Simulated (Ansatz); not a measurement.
# Ga3SbP2: the band gap up the ladder of functionals

The task here is to estimate one member of a computed series from the others.

The runs shown are made with Ansatz 0.2.0. PAW datasets, plane waves. Note: simulated data, non-magnetic, for a generated structure that need not be the stable one.

## The structure to begin with

The cell was relaxed beforehand with r2SCAN.

Space group Imm2 (No. 44), orthorhombic; conventional cell a = 4.009 Å, b = 12.026 Å, c = 5.674 Å, 22.80 Å³ an atom. Around P lie 4 Ga at 2.37–2.40 Å; around Ga lie 3 P at 2.37–2.40 Å and 1 Sb at 2.63 Å; around Sb lie 4 Ga at 2.59–2.63 Å; around Ga lie 2 P at 2.37 Å and 2 Sb at 2.59 Å.

As a file:

```
CELL_PARAMETERS angstrom
-2.00459 6.01324 2.83701
2.00459 -6.01324 2.83701
2.00459 6.01324 -2.83701
ATOMIC_POSITIONS crystal
P 0.33057 0.99994 0.33063
Ga 0.55305 0.73263 0.82042
P 0.66930 0.99994 0.66937
Ga 0.91221 0.73263 0.17958
Sb 0.99853 0.99853 0.00000
Ga 0.28634 0.78634 0.50000
```

The first run:

Contents of input.yaml:

```yaml
crystal:
  lattice:
    - [-2.0045871159, 6.0132424778, 2.8370117884]
    - [2.0045871159, -6.0132424778, 2.8370117884]
    - [2.0045871159, 6.0132424778, -2.8370117884]
  atoms:
    - { symbol: P, position: [0.3305712817, -6.29729e-05, 0.3306342546] }
    - { symbol: Ga, position: [0.5530536872, 0.7326327982, 0.8204208889] }
    - { symbol: P, position: [0.6693027724, -6.29729e-05, 0.6693657454] }
    - { symbol: Ga, position: [0.9122119093, 0.7326327982, 0.1795791111] }
    - { symbol: Sb, position: [-0.0014747497, -0.0014747497, 0.0] }
    - { symbol: Ga, position: [0.2863350992, 0.7863350992, 0.5] }
kpoints:
  mp_grid: { grid: [8, 8, 8] }
  band_path:
    path:
      - [[0.0, 0.0, 0.0], [0.5, -0.5, 0.5], [0.2777825717561, -0.2777825717561, 0.7222174282439]]
      - [[-0.2777825717561, 0.2777825717561, 0.2777825717561], [0.0, 0.0, 0.0], [0.3056473972291, 0.3056473972291, -0.3056473972291]]
      - [[0.6943526027709, -0.3056473972291, 0.3056473972291], [0.5, -0.5, 0.5]]
      - [[0.0, 0.0, 0.0], [1.371794375771e-17, 0.5, -1.371794375771e-17], [0.25, 0.25, 0.25], [0.5, 1.371794375771e-17, 2.1621552703e-17], [0.0, 0.0, 0.0], [1.897541077774e-17, -1.897541077774e-17, 0.5], [0.25, 0.25, 0.25]]
    npoints: 10
hamiltonian:
  xc: pbe
scf:
  occupations: { method: fermi_dirac, width: 0.02 }
  n_extra_bands: 5
output:
  forces: true
  stress: true
  eigenvalues: true
```

On the command line:

```bash
$ ansatz run input.yaml --threads 4 --pin off --max-ram 6451MiB --backend cpu --events-out ev --progress --plain --runs-dir out
```

Steps of the session up to this table: PBE band path; Single point with r2SCAN; Single point with HSE06; PBE+SOC; PBE0.

One table of the session follows, with a row left open; its other results are not shown here.

| level | gap (eV) |
| --- | --- |
| PBE | 0.65 |
| r2SCAN | ? |
| HSE06 | 1.44 |
| PBE+SOC | 0.60 |
| PBE0 | 2.09 |

**Question.** Estimate the row for r2SCAN.

As computed: gap (eV): 1.03. In the column «gap (eV)» it lies between PBE (0.65) and HSE06 (1.44).

Meshes: PBE 8×8×8, r2SCAN 8×8×8, HSE06 4×4×4, PBE+SOC 8×8×8, PBE0 4×4×4

In words: PBE+SOC gives the least gap, 0.60 eV, and PBE0 the largest, 2.09 eV. PBE reaches 45 % of the HSE06 value, and r2SCAN 72 %. PBE0 lies 0.64 eV above HSE06, which differs from it by screening the long-range exchange. The levels disagree on whether the gap is direct.

To keep in mind: Warnings in the runs' records: stress exchange threshold loose, stress scf threshold loose.
